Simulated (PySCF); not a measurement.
# Ga3H9S3 ((H2Ga-mu-SH)3): the cost of one run

Computed with PySCF 2.14.0, with density-fitted response routines of our own, on a single molecule in the gas phase. Atoms are numbered from 0 throughout.

## Step 1: The starting structure

15 atoms, charge 0, multiplicity 1; geometry from: GFN2-xTB. The atoms were then displaced at random by about 0.03 Å, so the start is not that level's minimum.

Bonds of the start (Å): Ga0–H1 1.64, Ga0–H2 1.52, Ga0–S3 2.47, Ga0–S11 2.34, S3–Ga4 2.27, S3–H12 1.41, Ga4–H5 1.51, Ga4–H6 1.57, Ga4–S7 2.39, S7–Ga8 2.44, S7–H13 1.39, Ga8–H9 1.52, Ga8–H10 1.56, Ga8–S11 2.37, S11–H14 1.31.

## Step 2: Geometry optimisation at PBE0-D3(BJ)/def2-SVP

Job settings and geometry (Å):

```
{"job": {"xc": "PBE0", "basis": "def2-SVP", "d3": "d3bj", "grid": 1, "maxiter": 40, "shake": 0.03, "kind": "geom"}, "charge": 0, "multiplicity": 1}
Ga    -2.127210    -0.877420    -0.945380
H     -3.476590    -0.112520    -0.416600
H     -2.213590    -1.926720    -2.042230
S     -0.768940     1.016180    -1.776520
Ga     1.418460     1.510080    -1.434690
H      2.228750     0.920000    -2.559690
H      1.423910     3.026570    -1.015170
S      2.122340     0.470880     0.604660
Ga     1.136560    -1.421040     1.780540
H      1.008540    -0.973050     3.225780
H      1.869860    -2.697010     1.260260
S     -1.104130    -1.620300     1.026270
H     -1.422030     1.933980    -0.920530
H      1.466730     1.367270     1.448200
H     -1.595440    -0.693010     1.809090
```

Launch:

```bash
OMP_NUM_THREADS=1 python probes_run.py task.json out
```

This one command runs all jobs of the session in turn.

**Question.** How long does this first job take on 1 thread of Arm Neoverse V1, shared host, and how much memory does it need?

About 8 min, with a peak of 1.2 GiB.
